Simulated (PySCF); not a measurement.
**C₃H₉BN₂S: electronic excitations**

Aim: predict the electronic excitations of C₃H₉BN₂S (`CC#[N+][B@H-](N)SC`).

Computed with PySCF 2.14.0, with density-fitted response routines of our own, on a single molecule in the gas phase. Atoms are numbered from 0 throughout.

## (1) The starting structure

16 atoms, charge 0, multiplicity 1; geometry from: GFN2-xTB.

Bonds of the start (Å): C0–C1 1.43, C1–N2 1.15, N2–B3 1.50, B3–N4 1.46, B3–S5 1.99, S5–C6 1.82, C0–H7 1.09, C0–H8 1.09, C0–H9 1.09, B3–H10 1.18, N4–H11 1.01, N4–H12 1.01, C6–H13 1.09, C6–H14 1.09, C6–H15 1.09.

## (2) Ultraviolet spectrum: PBE0/def2-SVPD

What the job is given:

```
{"job": {"kind": "uv", "xc": "PBE0", "basis": "def2-SVPD", "nstates": 8, "ntriplets": 3}, "charge": 0, "multiplicity": 1}
C     -2.787148     1.037991    -0.107236
C     -1.691309     0.140101    -0.281457
N     -0.773370    -0.534245    -0.447679
B      0.534357    -1.181640    -0.814767
N      0.996061    -2.040754     0.272096
S      1.518561     0.517479    -1.147393
C      1.953671     0.998779     0.555779
H     -3.315115     1.141723    -1.055351
H     -3.473867     0.650759     0.645672
H     -2.418836     2.016427     0.204258
H      0.394881    -1.709259    -1.862819
H      1.228863    -1.613501     1.155317
H      1.694556    -2.723076     0.031696
H      2.405494     1.984201     0.504263
H      1.057189     1.034238     1.171848
H      2.668415     0.289720     0.966812
```

Level: TDDFT PBE0/def2-SVPD, vertical, gas phase, core orbitals frozen in the response.

The run is started by

```bash
> OMP_NUM_THREADS=1 python probes_run.py task.json out
```

The driver reads the jobs from task.json and runs them one after another.

What will the session give for the following? lowest singlet (PBE0/def2-SVPD); brightest single state of those computed; lowest triplet. Wanted: lowest singlet; brightest single state of those computed; lowest triplet.

As calculated:

```
                                quantity                        value
         lowest singlet (PBE0/def2-SVPD)  3.50 eV (355 nm), f = 0.004
brightest single state of those computed  state 4, 4.29 eV, f = 0.066
                          lowest triplet                      3.23 eV
```

What this shows: The first singlet state (HOMO→LUMO+1 0.96) lies at 3.50 eV and is weak; of the 8 states computed, the strongest absorption comes from state 4 at 4.29 eV. The lowest triplet lies 0.26 eV below the lowest singlet (triplets in Tamm-Dancoff, singlets in full TDDFT).
